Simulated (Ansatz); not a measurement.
# C2H6AlF3O: the cost of one run

Computed with Ansatz 0.2.0, Gaussian basis. Level: the settings change from run to run.

## Step 1: The geometry

An earlier PBE0-D4 in a triple-zeta def2 set relaxation fixed the geometry.

SMILES `C[O+](C)[Al-]([F])([F])[F]`, 13 atoms, charge 0, spin multiplicity 1.

Atoms are counted from 1 here; the program's logs count them from 0.

Bond lengths: C1–O2 1.431 Å, C1–H8 1.092 Å, C1–H9 1.088 Å, C1–H10 1.091 Å, O2–C3 1.431 Å, O2–Al4 1.900 Å, C3–H11 1.088 Å, C3–H12 1.092 Å, C3–H13 1.091 Å, Al4–F5 1.654 Å, Al4–F6 1.654 Å, Al4–F7 1.656 Å. Angles: O2–C1–H8 109.9°, O2–C1–H9 106.8°, O2–C1–H10 108.7°, H8–C1–H9 110.5°, H8–C1–H10 110.5°, H9–C1–H10 110.3°, C1–O2–C3 113.9°, C1–O2–Al4 118.6°, C3–O2–Al4 118.6°, O2–C3–H11 106.8°, O2–C3–H12 109.9°, O2–C3–H13 108.7°, H11–C3–H12 110.5°, H11–C3–H13 110.3°, H12–C3–H13 110.5°, O2–Al4–F5 100.1°, O2–Al4–F6 100.1°, O2–Al4–F7 101.5° and more.

## Step 2: B2GP-PLYP/def2-TZVPP

The input, in.yaml:

```yaml
crystal:
  periodic: [false, false, false]
  atoms:
    - {symbol: C, position_ang: [-0.214206, 0.254495, 1.432758]}
    - {symbol: O, position_ang: [0.252103, 0.166007, 0.082506]}
    - {symbol: C, position_ang: [1.114721, -0.949536, -0.162257]}
    - {symbol: Al, position_ang: [-0.889953, 0.757478, -1.315433]}
    - {symbol: F, position_ang: [0.179651, 0.770097, -2.576731]}
    - {symbol: F, position_ang: [-1.397107, 2.199356, -0.683884]}
    - {symbol: F, position_ang: [-2.023433, -0.448924, -1.348704]}
    - {symbol: H, position_ang: [-0.808582, -0.628322, 1.678484]}
    - {symbol: H, position_ang: [-0.822809, 1.153719, 1.497788]}
    - {symbol: H, position_ang: [0.647833, 0.332436, 2.097083]}
    - {symbol: H, position_ang: [1.426717, -0.884524, -1.202286]}
    - {symbol: H, position_ang: [0.575232, -1.882052, 0.017728]}
    - {symbol: H, position_ang: [1.980434, -0.874829, 0.497647]}
basis:
  gaussian: {orbitals: def2-TZVPP}
hamiltonian: {xc: {name: B2GP-PLYP}}
output: {forces: true}
```

The run is started by

```bash
$ ansatz run in.yaml --threads 4 --pin off --events-out ev --progress --plain --max-ram 11315MiB
```

What time and memory should one allow on 4 threads of Intel Xeon Platinum 8259CL at 2.50GHz, shared host?

About 40 s, with a peak of 1.2 GiB.
